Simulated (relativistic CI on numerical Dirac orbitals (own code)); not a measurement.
**W²⁺: resonant inelastic X-ray scattering at the O2,3 edge**

Aim: the energy losses and their intensities at the absorption maxima, by the Kramers-Heisenberg formula, for 6 crystal fields.

Program: relativistic CI on numerical Dirac orbitals (own code) version 3. Level of theory: Dirac-Coulomb-Breit CI, KLI orbitals optimised for each configuration, model QED (radiative potential, 1s self-energy scaled to tabulated hydrogen-like ionisation energies), valence Slater integrals scaled by 0.9, Kramers-Heisenberg scattering through one core-hole configuration in a parametric crystal field. These are calculated values, not measurements, unless marked.

## 1. What is computed

| Quantity | Value |
| --- | --- |
| ion | W²⁺ (W III) |
| nuclear charge | 74 |
| electrons | 72 |
| configurations | [Xe] 4f14 5d4 → [Kr] 4d10 4f14 5s2 5p5 5d5 |
| temperature | 80 K |
| core-hole width | 0.6 eV |
| field 1 (cm⁻¹) | Td, 10Dq = -4850 |
| field 2 (cm⁻¹) | Oh, 10Dq = 32050 |
| field 3 (cm⁻¹) | Td, 10Dq = -8450 |
| field 4 (cm⁻¹) | Oh, 10Dq = 24900 |
| field 5 (cm⁻¹) | Oh, 10Dq = 16750 |
| field 6 (cm⁻¹) | Oh, 10Dq = 34750 |

## 2. Field 1: Td, 10Dq = -4850

The run's settings:

```ini
atom W  Z=74  charge=2  electrons=72
nucleus A=184  rms_radius_fm=5.3658
hamiltonian dirac-coulomb  breit=on  qed=on  c_scale=1
orbitals kli  potential=per-configuration
slater_scale 0.9
correlation none
mixing on
configurations
  [Xe] 4f14 5d4
  [Kr] 4d10 4f14 5s2 5p5 5d5
end
rixs O2,3 T=80 core_hole_width=0.6
crystal_field Td 10Dq=-4850
```

Command:

```bash
python run_levels.py task.json out
```

task.json lists these runs, among others, and the program works through them in turn.

## 3. Field 2: Oh, 10Dq = 32050

Changes to the settings of step 2:

```diff
@@ -12,2 +12,2 @@
 rixs O2,3 T=80 core_hole_width=0.6
-crystal_field Td 10Dq=-4850
+crystal_field Oh 10Dq=32050
```

## 4. Field 3: Td, 10Dq = -8450

Changes to the settings of step 3:

```diff
@@ -12,2 +12,2 @@
 rixs O2,3 T=80 core_hole_width=0.6
-crystal_field Oh 10Dq=32050
+crystal_field Td 10Dq=-8450
```

## 5. Field 4: Oh, 10Dq = 24900

Changes to the settings of step 4:

```diff
@@ -12,2 +12,2 @@
 rixs O2,3 T=80 core_hole_width=0.6
-crystal_field Td 10Dq=-8450
+crystal_field Oh 10Dq=24900
```

## 6. Field 5: Oh, 10Dq = 16750

Changes to the settings of step 5:

```diff
@@ -12,2 +12,2 @@
 rixs O2,3 T=80 core_hole_width=0.6
-crystal_field Oh 10Dq=24900
+crystal_field Oh 10Dq=16750
```

## 7. Field 6: Oh, 10Dq = 34750

Changes to the settings of step 6:

```diff
@@ -12,2 +12,2 @@
 rixs O2,3 T=80 core_hole_width=0.6
-crystal_field Oh 10Dq=16750
+crystal_field Oh 10Dq=34750
```

(Steps that only read results are left out.)

What does the calculation give? Wanted: incident energies, field 1.

**Answer**, as computed:

| field | S, thermal mean | first incident energy (eV) | lowest loss over 0.08 eV (eV) | strongest such loss there (eV) | its level |
| --- | --- | --- | --- | --- | --- |
| 1: Td | 1.85 | 40.8 | 0.150 | 0.150 | T1, S = 1.9 |
| 2: Oh | 1.01 | 41.2 | 0.217 | 0.217 | T1, S = 1.0 |
| 3: Td | 1.67 | 40.9 | 0.197 | 0.197 | T1, S = 1.9 |
| 4: Oh | 1.05 | 40.8 | 0.231 | 0.231 | T1, S = 1.1 |
| 5: Oh | 1.28 | 40.8 | 0.237 | 0.885 | A1, S = 1.8 |
| 6: Oh | 1.00 | 41.4 | 0.213 | 0.213 | T1, S = 1.0 |

```
                            quantity                value
          incident energies, field 1  40.8, 44.5, 46.6 eV
strongest loss over 0.08 eV, field 1              0.15 eV
```

In words: In field 1 the strongest loss over 0.08 eV at the first resonance is 0.15 eV (T1, S = 1.9). Spin-orbit coupling in the valence shell mixes spin states, so S is only an average. The ground spin differs between the fields. Only the lowest levels kept in the record count, and labels are spin-orbit irreps. Polarisations are summed, and charge-transfer losses are outside the model.
